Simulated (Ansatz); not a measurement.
# H5OSbSi: small, medium and large basis sets

One table from this session's results is given with a row withheld; the runs are named, their logs left out.

Computed with Ansatz 0.2.0, Gaussian basis. Level: one geometry, several basis sets.

Plan: PBE0-D4/def2-SVP; ωB97M-V/def2-SVP; PBE0-D4/def2-QZVPP; ωB97M-V/def2-QZVPP; the functionals' def2-TZVPP values are taken from earlier runs.

### The geometry

The geometry comes from an earlier relaxation with PBE0-D4 in a triple-zeta def2 set; it is a stationary point, not always the lowest conformer. Sb takes the def2 core potential; no spin-orbit term is included.

8 atoms, charge 0, spin multiplicity 1.

Atoms are counted from 1 here; the program's logs count them from 0.

Bond lengths: O1–Sb2 1.984 Å, O1–H4 0.960 Å, Sb2–Si3 2.580 Å, Sb2–H5 1.717 Å, Si3–H6 1.485 Å, Si3–H7 1.489 Å, Si3–H8 1.486 Å. Angles: Sb2–O1–H4 109.5°, O1–Sb2–Si3 92.4°, O1–Sb2–H5 95.1°, Si3–Sb2–H5 90.2°, Sb2–Si3–H6 110.8°, Sb2–Si3–H7 108.7°, Sb2–Si3–H8 109.4°, H6–Si3–H7 109.7°, H6–Si3–H8 109.6°, H7–Si3–H8 108.7°.

Set-up of the first run:

Input file in.yaml:

```yaml
crystal:
  periodic: [false, false, false]
  atoms:
    - {symbol: O, position_ang: [-1.806337, 0.566414, -0.809762]}
    - {symbol: Sb, position_ang: [0.105558, 0.580520, -1.339041]}
    - {symbol: Si, position_ang: [0.807251, -0.748645, 0.758316]}
    - {symbol: H, position_ang: [-2.356795, 0.529478, -1.595762]}
    - {symbol: H, position_ang: [0.475723, 2.052368, -0.535955]}
    - {symbol: H, position_ang: [0.101378, -0.242487, 1.962490]}
    - {symbol: H, position_ang: [2.277991, -0.607850, 0.942347]}
    - {symbol: H, position_ang: [0.487531, -2.186897, 0.561567]}
basis:
  gaussian: {orbitals: def2-SVP}
hamiltonian: {xc: pbe0, dispersion: d4}
output: {orbitals: {seedname: orbitals}}
```

On the command line:

```
> ansatz run in.yaml --threads 2 --pin off --events-out ev --progress --plain --max-ram 4352MiB
```

Among the steps run: PBE0-D4 in def2-SVP; ωB97M-V in def2-SVP; PBE0-D4 in def2-QZVPP; ωB97M-V in def2-QZVPP.

One of the session's tables, all rows but one given; the rest of the session is left out.

```
functional       basis  HOMO (eV)
   PBE0-D4    def2-SVP      -6.94
   PBE0-D4  def2-TZVPP      -7.04
   PBE0-D4  def2-QZVPP      -7.07
   ωB97M-V    def2-SVP          ?
   ωB97M-V  def2-TZVPP      -9.04
   ωB97M-V  def2-QZVPP      -9.07
```

Estimate the missing values for ωB97M-V, def2-SVP.

As computed: HOMO (eV): -8.91. In the column «HOMO (eV)» it lies between ωB97M-V, def2-TZVPP (-9.04) and PBE0-D4, def2-QZVPP (-7.07).
